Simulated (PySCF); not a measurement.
# C5H7ClGaN: electronic excitations

Aim: predict the electronic excitations of C5H7ClGaN (`CC#[N+][GaH2-][C]#CCCl`).

Computed with PySCF 2.14.0, with density-fitted response routines of our own, on a single molecule in the gas phase. Atoms are numbered from 0 throughout.

## (1) Starting geometry

15 atoms, charge 0, multiplicity 1; geometry from: GFN2-xTB.

Bonds of the start (Å): C0–C1 1.42, C1–N2 1.15, N2–Ga3 2.05, Ga3–C4 1.97, C4–C5 1.21, C5–C6 1.44, C6–Cl7 1.81, C0–H8 1.09, C0–H9 1.09, C0–H10 1.09, Ga3–H11 1.54, Ga3–H12 1.54, C6–H13 1.09, C6–H14 1.09.

## (2) TDDFT and polarisability: wB97X-D/def2-SVPD

Job settings and geometry (Å):

```
{"job": {"kind": "uv", "xc": "wB97X-D", "basis": "def2-SVPD", "nstates": 8, "ntriplets": 3}, "charge": 0, "multiplicity": 1}
C      1.997484     0.977817     1.058793
C      1.833411    -0.236097     0.342892
N      1.690604    -1.217518    -0.237321
Ga     0.346773    -2.400699    -1.234004
C     -1.100073    -1.127180    -0.845072
C     -1.787139    -0.196916    -0.480988
C     -2.566614     0.924913    -0.021464
Cl    -1.503516     2.075175     0.880700
H      2.359456     0.774065     2.066094
H      1.021917     1.469715     1.115827
H      2.701014     1.627848     0.539387
H      0.938711    -2.369236    -2.652352
H      0.403609    -3.680669    -0.384823
H     -2.994429     1.493531    -0.849035
H     -3.345623     0.619791     0.679455
```

Level: TDDFT wB97X-D/def2-SVPD, vertical, gas phase, core orbitals frozen in the response.

The run is started by

```
OMP_NUM_THREADS=1 python probes_run.py task.json out
```

The driver reads the jobs from task.json and runs them one after another.

Output:

```text
coarse grid: 62056 points
cycle   1  E = -2633.7705668154  dE =  4.891e-01  |g| = 7.077e-01  |ddm| = 6.349e+00
cycle   2  E = -2633.7158179487  dE =  5.475e-02  |g| = 9.356e-01  |ddm| = 2.514e+00
cycle   3  E = -2633.8803032691  dE = -1.645e-01  |g| = 1.443e-01  |ddm| = 1.218e+00
cycle   4  E = -2633.8842360288  dE = -3.933e-03  |g| = 6.201e-02  |ddm| = 3.021e-01
cycle   5  E = -2633.8849382919  dE = -7.023e-04  |g| = 1.202e-02  |ddm| = 1.617e-01
cycle   6  E = -2633.8849692501  dE = -3.096e-05  |g| = 3.507e-03  |ddm| = 4.876e-02
cycle   7  E = -2633.8849722897  dE = -3.040e-06  |g| = 1.743e-03  |ddm| = 1.352e-02
final grid: 129672 points
cycle   8  E = -2633.8849775243  dE = -1.189e-06  |g| = 2.581e-03  |ddm| = 3.802e-02
cycle   9  E = -2633.8849758856  dE =  1.639e-06  |g| = 3.690e-03  |ddm| = 1.103e-02
cycle  10  E = -2633.8849791187  dE = -3.233e-06  |g| = 2.205e-04  |ddm| = 7.161e-03
cycle  11  E = -2633.8849791341  dE = -1.539e-08  |g| = 7.511e-05  |ddm| = 5.359e-04
cycle  12  E = -2633.8849791377  dE = -3.647e-09  |g| = 3.230e-05  |ddm| = 3.440e-04
cycle  13  E = -2633.8849791382  dE = -4.516e-10  |g| = 1.851e-05  |ddm| = 9.559e-05
converged SCF energy = -2633.8849791382

Static polarisability (au): isotropic 107.056, principal 81.416 101.738 138.015

Singlet excitations
state   eV       nm        f      main configurations
  1   5.2072    238.1   0.00000   H->L 0.53, H->L+1 0.24
  2   5.9057    209.9   0.04934   H-1->L 0.53, H-1->L+1 0.23, H->L+6 0.11
  3   6.0902    203.6   0.00055   H->L 0.40, H->L+1 0.39, H-2->L 0.13
  4   6.5530    189.2   0.00457   H-1->L+1 0.38, H->L+2 0.30, H-1->L 0.24
  5   6.6302    187.0   0.06776   H->L+2 0.65, H-1->L+1 0.21
  6   6.6651    186.0   0.00018   H-2->L 0.34, H-1->L+6 0.27, H->L+1 0.12
  7   6.7339    184.1   0.00043   H-1->L+6 0.36, H-2->L 0.31, H-1->L+2 0.12
  8   6.9830    177.6   0.00095   H-4->L+1 0.46, H-4->L 0.11, H-2->L+1 0.09

Triplet excitations (Tamm-Dancoff, eV): 4.7441 4.9451 5.6335
```

Wall time 77 s (1 thread of Arm Neoverse V2, shared host); peak memory 1.1 GiB.

The orbitals next to the gap, with their largest atomic shares:

| orbital | eV | atoms |
| --- | --- | --- |
| HOMO−3 | -10.65 | Ga3 29 %, C4 21 %, H12 13 % |
| HOMO−2 | -10.00 | Ga3 24 %, C4 19 %, C5 15 % |
| HOMO−1 | -9.45 | C5 40 %, C4 38 %, Cl7 12 % |
| HOMO | -8.98 | C5 25 %, C4 25 %, Ga3 18 % |
| LUMO | 0.84 | C1 25 %, N2 24 %, Ga3 12 % |
| LUMO+1 | 1.27 | Cl7 36 %, C6 17 %, N2 8 % |
| LUMO+2 | 1.33 | N2 35 %, C1 34 %, C0 13 % |

With each of the 8 states as a Gaussian band of 0.4 eV half-width at 1/e, the curve within the window shown has maxima at 207 nm (ε 2,200), 187 nm (ε 3,000) L/(mol cm). Beyond the last state computed it falls off for lack of states. The curve at chosen wavelengths:

```csv
nm,ε (L/mol/cm)
170,223
174,698
178,1537
182,2468
186,3009
190,2946
194,2538
197,2263
201,2119
205,2155
209,2151
213,1959
217,1587
221,1141
225,735
229,428
233,228
237,112
241,51
244,27
248,11
252,4
256,2
260,1
264,0
268,0
```

Further results of this job:

| property | computed |
| --- | --- |
| dipole moment (D) | 5.24 |
| polarisability (Å³) | 15.86 |
| HOMO–LUMO gap (eV) | 9.82 |
| −ε(HOMO) (eV) | 8.98 |

## (3) Summary of results

| quantity | value |
| --- | --- |
| lowest singlet (wB97X-D/def2-SVPD) | 5.21 eV (238 nm), f = 0.000 |
| brightest single state of those computed | state 5, 6.63 eV, f = 0.068 |
| lowest triplet | 4.74 eV |

The first singlet state (HOMO→LUMO 0.53, HOMO→LUMO+1 0.24) lies at 5.21 eV and is dark; of the 8 states computed, the strongest absorption comes from state 5 at 6.63 eV. The lowest triplet lies 0.46 eV below the lowest singlet (triplets in Tamm-Dancoff, singlets in full TDDFT).
